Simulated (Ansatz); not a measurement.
# BFH5NSi: the cost of one run

Method: the settings change from run to run; program: Ansatz 0.2.0, Gaussian basis.

## 1. The molecule

The structure was relaxed beforehand with PBE0-D4 in a triple-zeta def2 set.

SMILES `FBN[SiH3]`, 9 atoms, charge 0, spin multiplicity 1.

Atoms are counted from 1 here; the program's logs count them from 0.

Bond lengths: F1–B2 1.338 Å, B2–N3 1.400 Å, B2–H5 1.196 Å, N3–Si4 1.749 Å, N3–H6 1.008 Å, Si4–H7 1.483 Å, Si4–H8 1.483 Å, Si4–H9 1.485 Å. Angles: F1–B2–N3 118.2°, F1–B2–H5 118.6°, N3–B2–H5 123.2°, B2–N3–Si4 126.3°, B2–N3–H6 116.5°, Si4–N3–H6 117.2°, N3–Si4–H7 111.0°, N3–Si4–H8 111.0°, N3–Si4–H9 106.5°, H7–Si4–H8 109.0°, H7–Si4–H9 109.6°, H8–Si4–H9 109.6°.

Coordinates:

```csv
atom,x (Å),y (Å),z (Å)
F1,0.6263,-0.3182,-1.9831
B2,1.0158,0.5580,-1.0496
N3,0.3955,0.5084,0.2042
Si4,-0.8651,-0.6014,0.6927
H5,1.8745,1.3440,-1.3246
H6,0.7090,1.1800,0.8873
H7,-2.0708,-0.4443,-0.1568
H8,-0.3976,-2.0067,0.6128
H9,-1.1991,-0.2662,2.0999
```

## 2. HSE06/def2-TZVP

Set apart from the defaults: multiplicity 3, atoms shaken by 0.08 Å, the search for lower states set to light.

The input, in.yaml:

```yaml
crystal:
  periodic: [false, false, false]
  atoms:
    - {symbol: F, position_ang: [0.683080, -0.229488, -1.813469]}
    - {symbol: B, position_ang: [1.017722, 0.596965, -0.968178]}
    - {symbol: N, position_ang: [0.361085, 0.441819, 0.233817]}
    - {symbol: Si, position_ang: [-0.817848, -0.648250, 0.791544]}
    - {symbol: H, position_ang: [1.890122, 1.253658, -1.425942]}
    - {symbol: H, position_ang: [0.744068, 1.077297, 0.822047]}
    - {symbol: H, position_ang: [-2.229385, -0.494836, -0.180504]}
    - {symbol: H, position_ang: [-0.441313, -1.886936, 0.796120]}
    - {symbol: H, position_ang: [-1.071321, -0.293885, 2.155544]}
basis:
  gaussian: {orbitals: def2-TZVP}
magnetization: {spin_polarized: true, initial_magnetization: 2}
hamiltonian: {xc: {name: HSE06}}
scf: {lower_state_search: light}
output: {forces: true}
```

The run is started by

```
> ansatz run in.yaml --threads 2 --pin off --events-out ev --progress --plain --max-ram 4352MiB
```

**Question.** How long does this run take on 2 threads of Intel Xeon 6975P-C, shared host, and how much memory does it need?

About 7.5 s, with a peak of 0.47 GiB.
